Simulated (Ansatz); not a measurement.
# C2H9AlNP: the cost of one run

Method: RKS r2SCAN-D4/cc-pVDZ, in Ansatz 0.2.0.

## Step 1: The starting structure

Bond lengths: C1–N2 1.430 Å, N2–P3 1.781 Å, N2–C4 1.452 Å, C4–Al5 1.974 Å, C1–H6 1.137 Å, C1–H7 1.076 Å, C1–H8 1.150 Å, P3–H9 1.497 Å, P3–H10 1.451 Å, C4–H11 1.127 Å, C4–H12 1.157 Å, Al5–H13 1.587 Å, Al5–H14 1.561 Å. Angles (14 of 21 angles, heavy atoms first): C1–N2–P3 105.7°, C1–N2–C4 112.9°, P3–N2–C4 107.5°, N2–C4–Al5 115.1°, N2–C1–H6 111.7°, N2–C1–H7 114.9°, N2–C1–H8 107.6°, N2–P3–H9 96.5°, N2–P3–H10 96.4°, N2–C4–H11 111.8°, N2–C4–H12 107.4°, Al5–C4–H11 114.1°, Al5–C4–H12 104.1°, C4–Al5–H13 117.4°.

Structure file:

```xyz
14

C    -1.2171    0.5386    1.2593
N    -0.1177    0.3827    0.3581
P     1.2637   -0.1170    1.3657
C    -0.3392   -0.6601   -0.6271
Al    0.7413   -0.5001   -2.2718
H    -1.0371    1.3825    2.0003
H    -1.5103   -0.3578    1.7763
H    -2.1026    0.9581    0.6575
H     1.4388    1.1909    2.0720
H     2.2956    0.2057    0.3978
H    -0.3188   -1.6865   -0.1611
H    -1.4306   -0.5598   -0.9971
H     1.7875    0.6913   -2.3464
H     0.5336   -1.4978   -3.4547
```

## Step 2: Relaxing end A

input.yaml reads:

```yaml
crystal:
  periodic: [false, false, false]
  atoms:
    - { symbol: C, position_ang: [-1.2171, 0.5386, 1.2593] }
    - { symbol: "N", position_ang: [-0.1177, 0.3827, 0.3581] }
    - { symbol: P, position_ang: [1.2637, -0.117, 1.3657] }
    - { symbol: C, position_ang: [-0.3392, -0.6601, -0.6271] }
    - { symbol: Al, position_ang: [0.7413, -0.5001, -2.2718] }
    - { symbol: H, position_ang: [-1.0371, 1.3825, 2.0003] }
    - { symbol: H, position_ang: [-1.5103, -0.3578, 1.7763] }
    - { symbol: H, position_ang: [-2.1026, 0.9581, 0.6575] }
    - { symbol: H, position_ang: [1.4388, 1.1909, 2.072] }
    - { symbol: H, position_ang: [2.2956, 0.2057, 0.3978] }
    - { symbol: H, position_ang: [-0.3188, -1.6865, -0.1611] }
    - { symbol: H, position_ang: [-1.4306, -0.5598, -0.9971] }
    - { symbol: H, position_ang: [1.7875, 0.6913, -2.3464] }
    - { symbol: H, position_ang: [0.5336, -1.4978, -3.4547] }
basis:
  gaussian: { orbitals: cc-pVDZ }
hamiltonian:
  xc: r2scan
  dispersion: d4
relax:
  f_tol: 0.015
  max_steps: 40
```

Command:

```console
ansatz run input.yaml --threads 2 --pin off --max-ram 3072MiB --backend cpu --events-out ev --progress --plain --runs-dir out
```

**Question.** How long does this run take on 2 threads of AMD EPYC 9R45 (Zen 5), shared host, and how much memory does it need?

About 36 s, with a peak of 0.23 GiB.
